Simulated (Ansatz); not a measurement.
# C2H6GeSn: up Jacob's ladder to CCSD(T)

The task here is to estimate one member of a computed series from the others.

Method: functionals in def2-TZVPP, the program's frozen cores in correlated methods; program: Ansatz 0.2.0, Gaussian basis.

The runs, in order: LDA (SPW92), PBE-D4, revPBE-D4, BLYP-D4, r2SCAN-D4, B97M-V, PBE0-D4, B3LYP-D4, r2SCANh-D4, r2SCAN0-D4, HSE06-D4, BHLYP-D4, CAM-B3LYP-D4, LC-ωPBE, ωB97X-V, ωB97M-V, B2PLYP, PBE-QIDH; CCSD(T)/def2-SVP; CCSD(T)/def2-TZVPP; MP2/def2-QZVPP; extrapolation to the limit; RPA on PBE.

### The geometry

An earlier PBE0-D4 in a triple-zeta def2 set relaxation fixed the geometry. Sn takes the def2 core potential; no spin-orbit term is included.

SMILES `C=[C]1[GeH2][SnH2]1`, 10 atoms, charge 0, spin multiplicity 1.

Atoms are counted from 1 here; the program's logs count them from 0.

Bond lengths: C1–C2 1.323 Å, C1–H5 1.090 Å, C1–H6 1.089 Å, C2–Ge3 1.964 Å, C2–Sn4 2.157 Å, Ge3–Sn4 2.561 Å, Ge3–H7 1.537 Å, Ge3–H8 1.537 Å, Sn4–H9 1.703 Å, Sn4–H10 1.703 Å. Angles: C2–C1–H5 122.1°, C2–C1–H6 122.2°, H5–C1–H6 115.7°, C1–C2–Ge3 139.3°, C1–C2–Sn4 144.0°, Ge3–C2–Sn4 76.7°, C2–Ge3–Sn4 55.1°, C2–Ge3–H7 116.8°, C2–Ge3–H8 116.8°, Sn4–Ge3–H7 121.9°, Sn4–Ge3–H8 122.0°, H7–Ge3–H8 112.1°, C2–Sn4–Ge3 48.3°, C2–Sn4–H9 116.9°, C2–Sn4–H10 116.9°, Ge3–Sn4–H9 122.8°, Ge3–Sn4–H10 122.8°, H9–Sn4–H10 112.5°.

The first run:

File in.yaml:

```yaml
crystal:
  periodic: [false, false, false]
  atoms:
    - {symbol: C, position_ang: [-1.459654, 0.772678, -0.878765]}
    - {symbol: C, position_ang: [-0.428311, 0.220338, -0.261619]}
    - {symbol: Ge, position_ang: [0.473671, -1.519377, -0.136230]}
    - {symbol: Sn, position_ang: [1.191681, 0.598770, 1.111850]}
    - {symbol: H, position_ang: [-2.098337, 0.208129, -1.558030]}
    - {symbol: H, position_ang: [-1.725778, 1.819277, -0.741754]}
    - {symbol: H, position_ang: [-0.296790, -2.650818, 0.562642]}
    - {symbol: H, position_ang: [1.208743, -2.011396, -1.393098]}
    - {symbol: H, position_ang: [0.772686, 0.899273, 2.734469]}
    - {symbol: H, position_ang: [2.445189, 1.612026, 0.563435]}
basis:
  gaussian: {orbitals: def2-TZVPP}
hamiltonian: {xc: lda}
output: {orbitals: {seedname: orbitals}}
```

Steps of the session up to this table: LDA; PBE-D4 (GGA); revPBE-D4 (GGA); BLYP-D4 (GGA); r2SCAN-D4 (meta-GGA); B97M-V (meta-GGA); PBE0-D4 (hybrid); B3LYP-D4 (hybrid); r2SCANh-D4 (hybrid); r2SCAN0-D4 (hybrid); HSE06-D4 (hybrid); BHLYP-D4 (hybrid); CAM-B3LYP-D4 (range-separated); LC-ωPBE (range-separated); ωB97X-V (range-separated); ωB97M-V (range-separated); B2PLYP (double hybrid); PBE-QIDH (double hybrid).

One table of the session follows, with a row left open; its other results are not shown here.

It belongs to the step «Frontier levels by functional». 

| functional | HOMO (eV) | gap (eV) |
| --- | --- | --- |
| LDA (SPW92) | ? | ? |
| PBE-D4 | -5.61 | 3.74 |
| revPBE-D4 | -5.55 | 3.76 |
| BLYP-D4 | -5.48 | 3.78 |
| r2SCAN-D4 | -5.81 | 4.10 |
| B97M-V | -5.83 | 4.14 |
| PBE0-D4 | -6.56 | 5.59 |
| B3LYP-D4 | -6.39 | 5.17 |
| r2SCANh-D4 | -6.16 | 4.79 |
| r2SCAN0-D4 | -6.69 | 5.81 |
| HSE06-D4 | -6.17 | 4.82 |
| BHLYP-D4 | -7.38 | 7.21 |
| CAM-B3LYP-D4 | -7.73 | 7.66 |
| LC-ωPBE | -8.92 | 9.93 |
| ωB97X-V | -8.64 | 9.56 |
| ωB97M-V | -8.52 | 9.18 |

**Question.** Estimate the row for LDA (SPW92).

**Answer.** HOMO (eV): -5.76; gap (eV): 3.69. In the column «HOMO (eV)» it lies between r2SCAN-D4 (-5.81) and PBE-D4 (-5.61).
